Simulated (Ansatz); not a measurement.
Runs of Ansatz 0.2.0 on Sn. The cell holds a sheet with vacuum, 1 atom: a = 2.967 Å, b = 2.967 Å, c = 23.800 Å, α = 90.00°, β = 90.00°, γ = 90.00°. The cell was built by a generator and needn't be a form met in nature.

```tsv
task	level	cutoff (eV)	basis error allowed	gap on the mesh (eV)	work function (eV)
work function	LDA	205	0.002 eV/atom	none	4.61
work function	PBE	205	0.002 eV/atom	none	4.34
work function	PBEsol	205	0.002 eV/atom	none	(a)
single point	PBE	222	0.001 eV/atom	none	-
projected density of states	PBE	205	0.002 eV/atom	-	4.34
```

Alike in all rows: potentials or basis all-electron LAPW, scalar-relativistic; no spin polarisation; cell as given; k mesh 9 × 9 × 1; smearing fermi-dirac 0.05 eV.

Question: Estimate the missing entries.

Answer: (a) 4.43.

Caveats: spin-orbit coupling is left out, which moves the levels of the heavy elements (some runs).

A k mesh can miss the band edges, and the runs leave out spin-orbit coupling on Sn.

A gap of «none» marks a metal or a gap under the smearing width.
